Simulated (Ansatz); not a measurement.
## AlFH2OS, SMILES [OH][Al]([F])[SH]: a geometry optimisation, step by step

Computed with Ansatz 0.2.0 through its Python package.

Interactive session:
```pycon
>>> import itertools
>>> import warnings
>>> import ansatz as az
>>> from ase.data import atomic_numbers, covalent_radii
>>> import numpy as np
>>> import pandas as pd
>>> SETTINGS = {
...     "basis_set": "def2-SVP",
...     "functional": "b3lyp",
... }
>>> warnings.simplefilter("ignore", az.DeckWarning)
>>> mol = (
...     az.Crystal.molecule()
...     .atom("O", [1.1385, -0.4742, -1.3585])
...     .atom("Al", [0.0459, -0.5681, 0.1336])
...     .atom("F", [0.6263, -1.4591, 1.5593])
...     .atom("S", [-1.9227, 0.4192, 0.1843])
...     .atom("H", [1.6196, 0.3899, -1.2495])
...     .atom("H", [-1.4655, 1.6284, 0.6846])
... )
>>> calculation = (
...     mol.calculation()
...     .basis(gaussian=SETTINGS["basis_set"])
...     .functional(SETTINGS["functional"])
... )
>>> symbols = [site.symbol for site in mol.cartesian_sites]
>>> start = np.array([site.position_ang for site in mol.cartesian_sites], dtype=float)
>>> r = calculation.relax(force_tolerance=0.01, max_steps=100).run(threads=1, pin="off").report
>>> end = np.array(r["positions_ang"])
>>> for key in ("converged", "free_energy_ev", "reference_energy_ev", "n_frozen", "n_occupied", "n_virtual"):
...     print(f"{key:22s} {r[key]}")
...
converged              True
free_energy_ev         -22225.204470615306
reference_energy_ev    -22225.204470615306
n_frozen               0
n_occupied             [24, 24]
n_virtual              [50, 50]
>>> # pairs closer than 1.2 times the sum of covalent radii, before or after
>>> radius = [covalent_radii[atomic_numbers[s]] for s in symbols]
>>> span = lambda where, i, j: np.linalg.norm(where[i] - where[j])
>>> bonded = [(i, j) for i, j in itertools.combinations(range(len(symbols)), 2) if min(span(start, i, j), span(end, i, j)) < 1.2 * (radius[i] + radius[j])]
>>> print("pair        before    after (A)")
pair        before    after (A)
>>> for i, j in bonded:
...     print(f"{symbols[i]}{i}-{symbols[j]}{j}".ljust(10), f"{span(start, i, j):8.4f} {span(end, i, j):8.4f}")
...
O0-Al1       1.8517   1.6877
O0-H4        0.9950   0.9599
Al1-F2       1.7786   1.6600
Al1-S3       2.2029   2.1791
S3-H5        1.3862   1.3544
>>> for first, second in list(itertools.combinations(bonded, 2)):
...     shared = set(first) & set(second)
...     if shared and symbols[(j := shared.pop())] != "H":
...         i, k = sorted((set(first) | set(second)) - {j})
...         u, v = end[i] - end[j], end[k] - end[j]
...         angle = np.degrees(np.arccos(np.clip(u @ v / np.linalg.norm(u) / np.linalg.norm(v), -1, 1)))
...         print(f"final angle {symbols[i]}{i}-{symbols[j]}{j}-{symbols[k]}{k}: {angle:.2f} deg")
...
final angle Al1-O0-H4: 129.46 deg
final angle O0-Al1-F2: 117.50 deg
final angle O0-Al1-S3: 124.28 deg
final angle F2-Al1-S3: 118.22 deg
final angle Al1-S3-H5: 92.93 deg
>>> charges = r["charge_distribution"]
>>> table = pd.DataFrame({"atom": symbols, "mulliken": charges["mulliken_charges_e"], "lowdin": charges["lowdin_charges_e"]})
>>> table.round(3)
  atom  mulliken  lowdin
0    O    -0.449   0.059
1   Al     0.856  -0.112
2    F    -0.396  -0.040
3    S    -0.291   0.103
4    H     0.192  -0.011
5    H     0.088   0.002
>>> print("dipole (e A):", np.round(charges["dipole_moment_e_ang"], 4) + 0.0)
dipole (e A): [-0.0786  0.1964 -0.2762]
>>> with open("alfh2os_opt.xyz", "w") as handle:
...     handle.write(f"{len(symbols)}\nrelaxed AlFH2OS\n")
...     handle.writelines(f"{s:2s} {x:11.6f} {y:11.6f} {z:11.6f}\n" for s, (x, y, z) in zip(symbols, end))
...
18
```

It writes `alfh2os_opt.xyz`:
```text
6
relaxed AlFH2OS
O     1.403306   -0.457655   -1.034448
Al    0.228482   -0.250512    0.159341
F     0.412985   -1.102107    1.572221
S    -1.504045    1.056460   -0.037164
H     1.466736   -0.056265   -1.904074
H    -1.965365    0.746179    1.197924
```

Caveats:
- The settings weren't tested for convergence.
- The end point is the stationary point reached from this start; no frequency run checks that it is a minimum, and the basis set is modest.
- The Löwdin charges here are taken after orthogonalising the functions within each atom; they differ from plain Löwdin charges, and their signs can be unphysical.
- b3lyp holds the VWN-RPA fit, as in Gaussian; the form of ORCA and Turbomole is b3lyp5.
- It ran for 45 s on 1 thread of Arm Neoverse V1 (shared host), peak memory 0.28 GiB.
